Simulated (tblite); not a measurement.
# C4H11B2ClO: the cost of one run

Computed with tblite 0.8.0 and PySCF 2.14.0 and routines of our own; the level stands in each step. Atoms count from 0.

## Step 1: The system as given

19 atoms, charge 0, multiplicity 1; geometry from: start built from the parent or by distance geometry.

## Step 2: Relaxing the molecule with GFN2-xTB

What the job is given:

```
{"job": {"kind": "relax", "xc": "GFN2-xTB", "basis": "xTB"}, "charge": 0, "multiplicity": 1}
B      2.879600    -0.090600    -0.714600
C      2.195500     0.489200     0.597500
B      0.983000    -0.429600     1.037500
O     -0.390900     0.177200     1.078400
C     -1.058000     0.013200    -0.132100
C     -1.832400    -1.313800    -0.182000
C     -2.034000     1.188900    -0.320500
Cl    -1.142700     2.741700    -0.377500
H      3.335100    -1.178600    -0.730900
H      2.886600     0.580600    -1.678100
H      2.950300     0.470700     1.430200
H      1.856800     1.515600     0.446300
H      1.118000    -1.555400     1.335200
H     -0.360100     0.050200    -1.035600
H     -2.390400    -1.396600    -1.126000
H     -1.118800    -2.161300    -0.077700
H     -2.533800    -1.361300     0.679700
H     -2.615800     1.057400    -1.255200
H     -2.747400     1.221100     0.552400
```

Command:

```bash
$ OMP_NUM_THREADS=1 python redox_run.py task.json out
```

One launch serves the whole session: the jobs run in the order shown.

**Question.** How long does this first job take on 1 thread of Arm Neoverse V1, shared host?

About 4 s.
